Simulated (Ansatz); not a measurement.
# BaHfO₃, space group P4mm: Wannier functions of the valence bands

With Ansatz 0.2.0 through its Python package.

`bahfo3.xyz`
```text
5
Lattice="4.1695668 0.0 0.0 0.0 4.1695668 0.0 0.0 0.0 4.17037663" Properties=species:S:1:pos:R:3 pbc="T T T"
Ba    2.08478340    2.08478340    4.15546737
Hf    0.00000000    0.00000000    2.07632764
O     0.00000000    2.08478340    2.08055978
O     2.08478340    0.00000000    2.08055978
O     0.00000000    0.00000000    4.16179075
```

At the Python prompt:
```pycon
>>> from pathlib import Path
>>> import warnings
>>> import ansatz as az
>>> import tomllib
>>> warnings.simplefilter("ignore", az.DeckWarning)
>>> system = az.Crystal.from_extxyz("bahfo3.xyz")
>>> base = (
...     system.calculation()
...     .kpoints(mesh=(4, 4, 4))  # the mesh must be finer for metals
...     .functional("LDA")
...     .occupations("fixed")  # no smearing
...     .wannier(mesh=(3, 3, 3), projections=[az.TrialShell("O", "p")], minimise=True)
... )
>>> res = base.run(threads=1, runs_dir="w90")

>>> spreads = tomllib.loads(Path(res.output_folder, "results", "wannier.spreads.toml").read_text())
>>> print("converged:", spreads["converged"], "in", spreads["n_iter"], "steps; least projectability", round(spreads["least_projectability"], 3))
converged: True in 7 steps; least projectability 0.862
>>> print("invariant, diagonal, off-diagonal spread (A^2):", *(round(spreads[k], 4) for k in ("omega_i_ang2", "omega_d_ang2", "omega_od_ang2")))
invariant, diagonal, off-diagonal spread (A^2): 11.5701 0.0 0.0776
>>> for function in spreads["wannier"]:
...     print("centre", [round(v, 3) for v in function["r"]], "spread", round(function["spread"], 4))
...
centre [2.085, -0.0, 2.081] spread 1.1315
centre [0.0, 2.085, 2.081] spread 1.1315
centre [-0.0, -0.0, 4.162] spread 1.1316
centre [-0.0, 2.085, 2.082] spread 1.3754
centre [2.085, -0.0, 2.082] spread 1.3754
centre [2.085, -0.0, 2.081] spread 1.3756
centre [0.0, 2.085, 2.081] spread 1.3756
centre [-0.0, 0.0, 4.162] spread 1.3756
centre [0.0, -0.0, 4.162] spread 1.3756
```

Caveats:
- Spin is left out of this run.
- Within a few hundredths of an angstrom the cell has the higher group Pm-3m; the lower one is a small distortion.
- Spin-orbit coupling, which matters for elements this heavy, is left out.
- This cell is a computed structure, which may not be the phase found in nature.
- Timing: 5.6 s on 1 thread of Arm Neoverse V2, with other jobs on the host, peak memory 0.37 GiB.

(Lines on the test bed's own set-up are left out of the output.)
